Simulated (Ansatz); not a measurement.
The system is In3As.

```
In As
1.0
     4.67168    0.00000    0.00000
     0.00000    4.67168    0.00000
     0.00000    0.00000    4.67168
In As
3 1
Cartesian
  2.3358 2.3358 0.0000
  2.3358 0.0000 2.3358
  0.0000 2.3358 2.3358
  0.0000 0.0000 0.0000
```

The cell comes from a database or a generator and needn't be the stable form of this composition.

Base run:

| Property | Result |
| --- | --- |
| Program | Ansatz 0.2.0 |
| Functional | PBE |
| Potentials or basis | all-electron LAPW, scalar-relativistic |
| Cutoff | 158 eV (chosen from the basis error) |
| Basis error allowed | 0.002 eV/atom |
| k mesh | 6 × 6 × 6 |
| Occupations | fermi-dirac, width 0.05 eV |
| Spin | no spin polarisation |

Its results: pressure 0.6 GPa.

Question: The run is repeated on the same cell with these changes: functional from PBE to PBEsol. What comes out?

Answer: Pressure -2.4 GPa.

PBEsol binds more tightly than PBE, so the same cell stands under less pressure.
